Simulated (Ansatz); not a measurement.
# GeNH5 (SMILES [NH2][GeH3]): one structure at several levels

An exercise on one series of results from a longer session: the logs are not shown, and one member is left open.

The runs use Ansatz 0.2.0, Gaussian basis; single points in def2-TZVPP.

Cores are frozen in the correlated methods. Filled d shells of the heavier atoms are correlated.

### The system as given

SMILES `[NH2][GeH3]`, 7 atoms, charge 0, spin multiplicity 1.

Atoms are counted from 1 here; the program's logs count them from 0.

Bond lengths: N1–Ge2 1.892 Å, N1–H3 1.231 Å, N1–H4 1.006 Å, Ge2–H5 1.256 Å, Ge2–H6 1.433 Å. Angles: Ge2–N1–H3 133.9°, Ge2–N1–H4 108.1°, H3–N1–H4 101.3°, N1–Ge2–H5 104.4°, N1–Ge2–H6 102.6°, H5–Ge2–H6 125.0°.

As a file:

```
atom     x (Å)     y (Å)     z (Å)
  N1  -0.17150  -1.11470  -0.05630
 Ge2  -0.03270   0.77150  -0.08610
  H3   0.25190  -1.98910   0.69890
  H4  -1.14640  -1.35740  -0.11190
  H5  -0.61710   1.11200  -1.14470
  H6  -0.44710   1.13650   1.23590
  H7   1.59150   0.84790  -0.18400
```

The first run:

run/in.yaml reads:

```yaml
crystal:
  periodic: [false, false, false]
  atoms:
    - {symbol: N, position_ang: [-0.171500, -1.114700, -0.056300]}
    - {symbol: Ge, position_ang: [-0.032700, 0.771500, -0.086100]}
    - {symbol: H, position_ang: [0.251900, -1.989100, 0.698900]}
    - {symbol: H, position_ang: [-1.146400, -1.357400, -0.111900]}
    - {symbol: H, position_ang: [-0.617100, 1.112000, -1.144700]}
    - {symbol: H, position_ang: [-0.447100, 1.136500, 1.235900]}
    - {symbol: H, position_ang: [1.591500, 0.847900, -0.184000]}
basis:
  gaussian: {orbitals: def2-TZVPP}
correlation: {method: ccsd_t}
output: {forces: true}
```

The command line of these runs was not kept.

Steps of the session up to this table: CCSD(T)/def2-TZVPP; PBE0-D4/def2-TZVPP; wB97M-V/def2-TZVPP; r2SCAN-D4/def2-TZVPP; PBE-D4/def2-TZVPP; wB97X-V/def2-TZVPP; r2SCANh-D4/def2-TZVPP.

One of the session's tables, all rows but one given; the rest of the session is left out.

| method | RMS force component (eV/Å) | angle to CCSD(T) forces (°) | dipole (D) |
| --- | --- | --- | --- |
| CCSD(T) | 3.372 | reference | 1.47 |
| PBE0-D4 | 3.403 | 1.0 | 1.42 |
| wB97M-V | 3.384 | 1.1 | 1.49 |
| r2SCAN-D4 | ? | ? | ? |
| PBE-D4 | 3.318 | 2.7 | 1.34 |
| wB97X-V | 3.430 | 1.1 | 1.50 |
| r2SCANh-D4 | 3.371 | 0.9 | 1.42 |

**Question.** Estimate the row for r2SCAN-D4.

**Answer.** RMS force component (eV/Å): 3.343; angle to CCSD(T) forces (°): 0.4; dipole (D): 1.40. In the column «RMS force component (eV/Å)» it lies between PBE-D4 (3.318) and r2SCANh-D4 (3.371).
